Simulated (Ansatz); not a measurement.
**C₃H₉GaS₃: how energies converge with the basis set**

One table from this session's results is given with a row withheld; the runs are named, their logs left out.

Program: Ansatz 0.2.0, Gaussian basis. Level of theory: one geometry, several basis sets. These are calculated values, not measurements.

The runs, in order: PBE0-D4/def2-SVP; ωB97M-V/def2-SVP; PBE0-D4/def2-QZVPP; ωB97M-V/def2-QZVPP; the functionals' def2-TZVPP values are taken from earlier runs.

## The relaxed structure

An earlier PBE0-D4 in a triple-zeta def2 set relaxation fixed the geometry.

SMILES `C[S][Ga]([S]C)[S]C`, 16 atoms, charge 0, spin multiplicity 1.

Atoms are counted from 1 here; the program's logs count them from 0.

Bond lengths: C1–S2 1.820 Å, C1–H8 1.089 Å, C1–H9 1.090 Å, C1–H10 1.089 Å, S2–Ga3 2.191 Å, Ga3–S4 2.191 Å, Ga3–S6 2.191 Å, S4–C5 1.820 Å, C5–H11 1.089 Å, C5–H12 1.089 Å, C5–H13 1.090 Å, S6–C7 1.820 Å, C7–H14 1.090 Å, C7–H15 1.089 Å, C7–H16 1.089 Å. Angles: S2–C1–H8 111.3°, S2–C1–H9 106.5°, S2–C1–H10 111.3°, H8–C1–H9 108.9°, H8–C1–H10 109.8°, H9–C1–H10 108.9°, C1–S2–Ga3 100.6°, S2–Ga3–S4 120.0°, S2–Ga3–S6 120.0°, S4–Ga3–S6 120.0°, Ga3–S4–C5 100.7°, S4–C5–H11 111.2°, S4–C5–H12 111.3°, S4–C5–H13 106.5°, H11–C5–H12 109.8°, H11–C5–H13 108.9°, H12–C5–H13 109.0°, Ga3–S6–C7 100.6° and more.

The first run:

File in.yaml:

```yaml
crystal:
  periodic: [false, false, false]
  atoms:
    - {symbol: C, position_ang: [1.816153, -0.219448, 2.497251]}
    - {symbol: S, position_ang: [1.978171, -0.601336, 0.724812]}
    - {symbol: Ga, position_ang: [0.000070, 0.001940, 0.000296]}
    - {symbol: S, position_ang: [-0.495023, -0.199625, -2.124847]}
    - {symbol: C, position_ang: [1.058456, -0.897382, -2.767655]}
    - {symbol: S, position_ang: [-1.481608, 0.806185, 1.400128]}
    - {symbol: C, position_ang: [-2.874739, 1.116034, 0.270297]}
    - {symbol: H, position_ang: [1.019712, -0.803510, 2.955722]}
    - {symbol: H, position_ang: [2.764714, -0.489412, 2.960715]}
    - {symbol: H, position_ang: [1.634003, 0.842092, 2.657260]}
    - {symbol: H, position_ang: [1.278503, -1.859903, -2.308478]}
    - {symbol: H, position_ang: [1.892353, -0.214880, -2.610997]}
    - {symbol: H, position_ang: [0.914715, -1.040810, -3.838285]}
    - {symbol: H, position_ang: [-3.681589, 1.525389, 0.877627]}
    - {symbol: H, position_ang: [-2.607149, 1.840838, -0.496985]}
    - {symbol: H, position_ang: [-3.216731, 0.193827, -0.196852]}
basis:
  gaussian: {orbitals: def2-SVP}
hamiltonian: {xc: pbe0, dispersion: d4}
output: {orbitals: {seedname: orbitals}}
```

Command:

```
$ ansatz run in.yaml --threads 2 --pin off --events-out ev --progress --plain --max-ram 32768MiB --backend cpu
```

Steps of the session up to this table: PBE0-D4 in def2-SVP; ωB97M-V in def2-SVP; PBE0-D4 in def2-QZVPP; ωB97M-V in def2-QZVPP.

One of the session's tables, all rows but one given; the rest of the session is left out.

It belongs to the step «Density functionals: the series». 

| functional | basis | HOMO (eV) |
| --- | --- | --- |
| PBE0-D4 | def2-SVP | -6.81 |
| PBE0-D4 | def2-TZVPP | -6.90 |
| PBE0-D4 | def2-QZVPP | -6.92 |
| ωB97M-V | def2-SVP | -8.94 |
| ωB97M-V | def2-TZVPP | -9.07 |
| ωB97M-V | def2-QZVPP | ? |

Estimate the missing values for ωB97M-V, def2-QZVPP.

The run gave: HOMO (eV): -9.10. In the column «HOMO (eV)» it is the lowest.
